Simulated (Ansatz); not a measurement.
# F2H2OSi: rigid torsion scan in Python

A script is to give a rigid torsion scan; the system is F2H2OSi.

Program: Ansatz 0.2.0, driven from Python. Level of theory: CAM-B3LYP/def2-SVP. These are calculated values, not measurements.

## Step 1: Starting point

Bond lengths: O1–Si2 1.609 Å, Si2–F3 1.593 Å, Si2–F4 1.523 Å, O1–H5 1.016 Å, Si2–H6 1.485 Å. Angles: O1–Si2–F3 105.8°, O1–Si2–F4 109.6°, O1–Si2–H6 109.6°, F3–Si2–F4 108.3°, F3–Si2–H6 112.6°, F4–Si2–H6 110.7°, Si2–O1–H5 114.3°.

No structure file is read: the coordinates are typed or built in the script.

## Step 2: The script

Input file torsion_f2h2osi.py:

```python
'''Rigid torsion scan of F2H2OSi.'''

import logging
import sys

import ansatz as az
from ase import Atoms

logging.basicConfig(stream=sys.stdout, format='%(levelname)s:%(name)s:%(message)s')
logger = logging.getLogger('ansatz_job')
logger.setLevel(logging.INFO)

atoms = Atoms(['O', 'Si', 'F', 'F', 'H', 'H'], positions=[
    (0.0607, 1.1266, -0.5411),
    (0.1187, -0.2359, 0.3132),
    (0.7284, -1.3366, -0.6645),
    (-1.2935, -0.6635, 0.6919),
    (-0.5207, 1.0746, -1.3723),
    (0.9485, -0.0292, 1.5267),
])

# start the scan from a relaxed geometry
first = (
    az.Crystal.molecule_from_ase(atoms).calculation()
    .basis(gaussian='def2-SVP')  # the orbital basis, by name
    .functional('CAM-B3LYP')
    .relax(force_tolerance=0.02, max_steps=80)  # relax until the tolerances are met
)
atoms.positions = first.run(threads=1).report['positions_ang']

start = atoms.get_dihedral(2, 1, 0, 4)
energies = {}
for turn in range(0, 360, 30):
    turned = atoms.copy()
    turned.set_dihedral(2, 1, 0, 4, start + turn, indices=[0, 4])
    base = az.Crystal.molecule_from_ase(turned).calculation()
    base = base.basis(gaussian='def2-SVP')
    base = base.functional('CAM-B3LYP')
    energies[round((start + turn) % 360)] = base.run(threads=1).report['free_energy_ev']
floor = min(energies.values())
logger.info('dihedral F2-Si1-O0-H4 (deg)   E - E(min) (eV)')
for angle, e in sorted(energies.items()):
    logger.info(f'{angle:8d} {(e - floor):14.3f}  ' + '#' * int(30 * (e - floor) / max(max(energies.values()) - floor, 1e-9)))
```

## Step 3: The calls as engine input

The package turns the script's settings into the engine's input (first run):

```yaml
crystal:
  periodic: [false, false, false]
  atoms:
    - { symbol: O, position_ang: [0.0607, 1.1266, -0.5411] }
    - { symbol: Si, position_ang: [0.1187, -0.2359, 0.3132] }
    - { symbol: F, position_ang: [0.7284, -1.3366, -0.6645] }
    - { symbol: F, position_ang: [-1.2935, -0.6635, 0.6919] }
    - { symbol: H, position_ang: [-0.5207, 1.0746, -1.3723] }
    - { symbol: H, position_ang: [0.9485, -0.0292, 1.5267] }
basis:
  gaussian:
    orbitals: def2-SVP
hamiltonian:
  xc: cam_b3lyp
relax:
  f_tol: 0.02
  max_steps: 80
```

## Step 4: Launch

Launch:

```sh
> python torsion_f2h2osi.py
```

Without the output at hand: what should come out? Wanted: range of energy; lowest point, turn.

The runs gave:

| quantity | value |
| --- | --- |
| runs compared | 12 |
| range of energy | 0.108 eV |
| lowest point, turn (°) | 0 |

The lowest point lies at a turn of 0°, the highest 0.108 eV (10.5 kJ/mol) above it at 240°. The grid can miss the true lowest and highest points, and the rest of the molecule is held rigid. Run 0: The relaxation took 5 moves; the largest shift is 0.120 Å, of atom 5 (H). The scan is rigid and the energies are electronic, in a modest basis. With rigid groups the curve can differ much from the relaxed path, the start wasn't checked as a minimum of this torsion, and equivalent turns needn't return to the same energy.
